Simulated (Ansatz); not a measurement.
# CrAs3Rh: the cost of one run

Program: Ansatz 0.2.0. Level of theory: DFT r2SCAN, scalar-relativistic, plane waves, PAW. These are calculated values, not measurements.

## 1. The starting structure

It takes space group Pm-3m (No. 221, cubic). Conventional cell: a = 4.352 Å, b = 4.352 Å, c = 4.352 Å, α = 90.00°, β = 90.00°, γ = 90.00°. Cr (site symmetry m-3m) has 6 As at 2.18 Å as nearest neighbours. As (site symmetry 4/mmm) has 2 Cr at 2.18 Å and 4 Rh at 3.08 Å as nearest neighbours. Around Rh (site symmetry m-3m) lie 12 As at 3.08 Å.

As a file:

```
CELL_PARAMETERS angstrom
4.35199 0.00000 0.00000
0.00000 4.35199 0.00000
0.00000 0.00000 4.35199
ATOMIC_POSITIONS crystal
Cr 0.50000 0.50000 0.50000
As 0.00000 0.50000 0.50000
As 0.50000 0.00000 0.50000
As 0.50000 0.50000 0.00000
Rh 0.00000 0.00000 0.00000
```

(A quick probe on a coarse mesh, which set the mesh and smearing, is not shown.)

## 3. Rough relaxation on the coarse mesh

File input.yaml:

```yaml
crystal:
  lattice:
    - [4.3519914382, 0.0, 0.0]
    - [0.0, 4.3519914382, 0.0]
    - [0.0, 0.0, 4.3519914382]
  atoms:
    - { symbol: Cr, position: [0.5, 0.5, 0.5], spin: 0.81 }
    - { symbol: As, position: [0.0, 0.5, 0.5] }
    - { symbol: As, position: [0.5, 0.0, 0.5] }
    - { symbol: As, position: [0.5, 0.5, 0.0] }
    - { symbol: Rh, position: [0.0, 0.0, 0.0], spin: -0.13 }
basis:
  ecutwfc: 500
kpoints:
  mp_grid: { grid: [4, 4, 4] }
hamiltonian:
  xc: r2scan
scf:
  occupations: { method: gaussian, width: 0.1 }
  lower_state_search: "off"
output:
  forces: true
  stress: true
  eigenvalues: true
  populations: true
magnetization:
  spin_polarized: true
relax:
  adjacent_minimum: "off"
  f_tol: 0.04
  max_steps: 70
  cell: { stress_tol: 0.4 }
```

Started as:

```
$ ansatz run input.yaml --threads 1 --pin off --max-ram 2560MiB --backend cpu --events-out ev --progress --plain --runs-dir out
```

Q: Estimate wall time and peak memory on 1 thread of Intel Xeon at 2.70GHz, shared host.

About 6 min, with a peak of 0.74 GiB.
